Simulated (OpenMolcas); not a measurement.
# One shape, several levels: quartet InNH3

Wanted: a comparison of 4 runs (UHF/def2-SVP, U-revPBE/def2-SVP, UPBE/def2-SVP, ROCCSD(T)/def2-SVP) of quartet InNH3. 

The results are computed with OpenMolcas 26.06.

### 1 The molecule

InNH3: 5 atoms, total charge 0, spin state quartet. SMILES of the parent species: `[NH2][InH]`. The shape is that of a PBE0-D4/def2-TZVP optimisation. This is one conformer, not always the lowest. That shape belongs to the parent species and isn't relaxed for this state.

Bond lengths: N1–In2 2.036 Å, N1–H3 1.011 Å, N1–H4 1.009 Å, In2–H5 1.761 Å. Angles: N1–In2–H5 116.4°, In2–N1–H3 120.0°, In2–N1–H4 120.8°, H3–N1–H4 109.8°.

### 2 A single-point energy at UHF/def2-SVP (core potential) (run 1)

Input file run.inp:

```
&GATEWAY
  BasLib
  $CurrDir
  Coord
  5
  angstrom
  N       -0.299400      -0.736500       0.264700
  In       0.846600       0.946400       0.296000
  H       -0.846800      -0.960800      -0.554700
  H        0.017600      -1.585600       0.707600
  H        0.331900       2.262600      -0.755100
  Basis
  def2-SVP
  Group
  NoSym

&SEWARD

&SCF
  UHF
  Spin
  4
  Thresholds
  1e-10 1e-07 1e-07 1e-05
  PrOrbitals
  1 1
```

The basis set def2-SVP is read from a file made from the Basis Set Exchange's data (not shown).

On the command line:

```console
$ export MOLCAS_MEM=1860
$ pymolcas run.inp > run.log
```

Standard output:

```text
--- Start Module: gateway ---
[...]
--- Stop Module: gateway /rc=_RC_ALL_IS_WELL_ ---
--- Start Module: seward ---
[...]
      Basis functions           55
--- Stop Module: seward /rc=_RC_ALL_IS_WELL_ ---
[...]
--- Start Module: scf ---
[...]
       Convergence after  24 Iterations
[...]
::    Total SCF energy                               -245.2210057953
[...]
      Total spin, S                                     1.5032704190
[...]
      Total electronic charge=   31.000000
      Total            charge=   -0.000000
[...]
      Dipole Moment (debye):
      Origin of the operator (angstrom)=    0.7018    0.7439    0.2813
                   X= -2.9364E+00               Y= -5.6534E+00               Z= -1.0393E-01           Total=  6.3713E+00
      Quadrupole Moment (debye*angstrom):
[...]
--- Stop Module: scf /rc=_RC_ALL_IS_WELL_ ---
[...]
```

Run time: 4.5 s. Hardware: 1 thread of Intel Xeon Platinum 8259CL at 2.50GHz (Skylake/Cascade Lake), shared host; peak memory 0.39 GiB.

### 3 The energy at U-revPBE/def2-SVP (core potential) (run 2)

Input file mol.input:

```
>>> EXPORT MOLCAS_PRINT=2

&GATEWAY
  BasLib=$CurrDir
  Coord
  5
  bohr
  N     -0.56578400    -1.39178329     0.50021051
  In     1.59984214     1.78843680     0.55935893
  H     -1.60022008    -1.81564886    -1.04823108
  H      0.03325918    -2.99634974     1.33717021
  H      0.62720010     4.27569433    -1.42693220
  Basis=def2-SVP
  Group=NoSym

&SEWARD
  GridInput
  Grid=UltraFine
  End of Grid

&SCF
  UHF
  Spin=4
  KSDFT=revPBE
  Thresholds=1e-10 1e-07 1e-07 1e-05
  PrOrbitals=1
```

The basis set def2-SVP is read from a file made from the Basis Set Exchange's data (not shown).

On the command line:

```console
$ export MOLCAS_MEM=1860
$ pymolcas mol.input > mol.log
```

Standard output:

```text
--- Start Module: gateway ---
[...]
--- Stop Module: gateway /rc=_RC_ALL_IS_WELL_ ---
--- Start Module: seward ---
[...]
      Basis functions           55
--- Stop Module: seward /rc=_RC_ALL_IS_WELL_ ---
[...]
--- Start Module: scf ---
[...]
       Convergence after  24 Iterations
[...]
::    Total KS-DFT energy                            -246.4875446810
[...]
      Total spin, S                                     1.5011405204
[...]
      Total electronic charge=   31.000000
      Total            charge=   -0.000000
[...]
      Dipole Moment (debye):
      Origin of the operator (angstrom)=    0.7018    0.7439    0.2813
                   X= -2.5867E+00               Y= -4.1466E+00               Z= -4.2011E-01           Total=  4.9053E+00
      Quadrupole Moment (debye*angstrom):
[...]
--- Stop Module: scf /rc=_RC_ALL_IS_WELL_ ---
[...]
```

Wall time 26 s (1 thread of Intel Xeon Platinum 8259CL at 2.50GHz (Skylake/Cascade Lake), shared host); peak memory 0.39 GiB.

Run 3 isn't shown in full; the table further down has it.

### 4 A single-point energy at ROCCSD(T)/def2-SVP (core potential) (run 4)

Input file job.input:

```
* H3InN CCSD(T)
>>> EXPORT MOLCAS_PRINT=2

&gateway
 baslib
 $CurrDir
 coord
 5
 angstrom
 N       -0.299400      -0.736500       0.264700
 In       0.846600       0.946400       0.296000
 H       -0.846800      -0.960800      -0.554700
 H        0.017600      -1.585600       0.707600
 H        0.331900       2.262600      -0.755100
 basis
 def2-SVP
 group
 NoSym

&seward

&scf
 uhf
 spin
 4
 thresholds
 1e-10 1e-07 1e-07 1e-05
 prorbitals
 1 2

&rasscf
 fileorb
 $Project.UnaOrb
 spin
 4
 nactel
 3 0 0
 inactive
 14
 ras2
 3
 outorbitals
 Canonical
 orblisting
 Few

&motra
 jobiph
 frozen
 5

&ccsdt
 cct
 triples
 3
 iterations
 80
 accuracy
 1e-08
 extrapolation
 5 4
```

The basis set def2-SVP is read from a file made from the Basis Set Exchange's data (not shown).

On the command line:

```console
$ export MOLCAS_MEM=1860
$ pymolcas job.input > job.log
```

Standard output:

```text
--- Start Module: gateway ---
[...]
--- Stop Module: gateway /rc=_RC_ALL_IS_WELL_ ---
[...]
      Basis functions           55
[...]
       Convergence after  24 Iterations
[...]
::    Total SCF energy                               -245.2210057953
[...]
      Total spin, S                                     1.5032704190
[...]
      Number of active orbitals                  3
[...]
      Spin quantum number                      1.5
[...]
      Active orbitals                            3
[...]
      Number of CSFs                             1
[...]
      Number of root(s) required                 1
[...]
      Convergence after 12 iterations
[...]
      printout of CI-coefficients larger than  0.05 for root  1
      energy=    -245.214812
      conf/sym  111     Coeff  Weight
             1  uuu   1.00000 1.00000
      Natural orbitals and occupation numbers for root  1
      sym 1:   1.000000   1.000000   1.000000
      ************************************************************************************************************************
      *                                                    Final results                                                     *
[...]
::    RASSCF root number  1 Total energy:   -245.21481226
[...]
      Total electronic charge=   31.000000
      Total            charge=   -0.000000
[...]
      Dipole Moment (debye):
      Origin of the operator (angstrom)=    0.7018    0.7439    0.2813
                   X= -2.9402E+00               Y= -5.6587E+00               Z= -1.0795E-01           Total=  6.3779E+00
      Quadrupole Moment (debye*angstrom):
[...]
--- Start Module: motra ---
[...]
      *** WARNING: Default frozen orbitals is overwritten by user input.
      *** Default values:   1
[...]
--- Stop Module: motra /rc=_RC_ALL_IS_WELL_ ---
--- Start Module: ccsdt ---
[...]
      Convergence after                    24  Iterations
      Total energy (diff) :    -245.46018503      -0.00000000
[...]
 METHOD                       : CCSD+T(CCSD)+<T3(1)WT1>+<T3(1)UT2> = CCSD(T)
[...]
       CCSD     =      -245.4601850322256
[...]
--- Stop Module: ccsdt /rc=_RC_ALL_IS_WELL_ ---
[...]
```

Wall time 18 s (1 thread of Intel Xeon Platinum 8259CL at 2.50GHz (Skylake/Cascade Lake), shared host); peak memory 0.39 GiB.

### 5 All runs side by side

| run | level | integration grid | frozen core orbitals | energy (Eh) | dipole moment (D) | HOMO energy (eV) | ⟨S²⟩ | wall time |
| --- | --- | --- | --- | --- | --- | --- | --- | --- |
| 1 | UHF/def2-SVP (core potential) | – | – | -245.221006 | 6.37 | -5.00 | 3.763 | 4.5 s |
| 2 | U-revPBE/def2-SVP (core potential) | UltraFine | – | -246.487545 | 4.91 | -2.29 | 3.755 | 26 s |
| 3 | UPBE/def2-SVP (core potential) | UltraFine | – | -246.381015 | 4.85 | -2.31 | 3.754 | 28 s |
| 4 | ROCCSD(T)/def2-SVP (core potential) | – | 5 | -245.465992 | – | – | – | 18 s |

### 6 Summary of results

| quantity | value |
| --- | --- |
| run 4: total energy | -245.46599 Eh |
| run 4: (T) correction | -5.81 mEh |

What this shows: Over runs 1, 2, 3 the dipole moment (its size) runs from 4.85 D (UPBE/def2-SVP) to 6.37 D (UHF/def2-SVP). Totals of different functionals can't be ranked against each other. All runs together took 77 s, the longest 28 s.
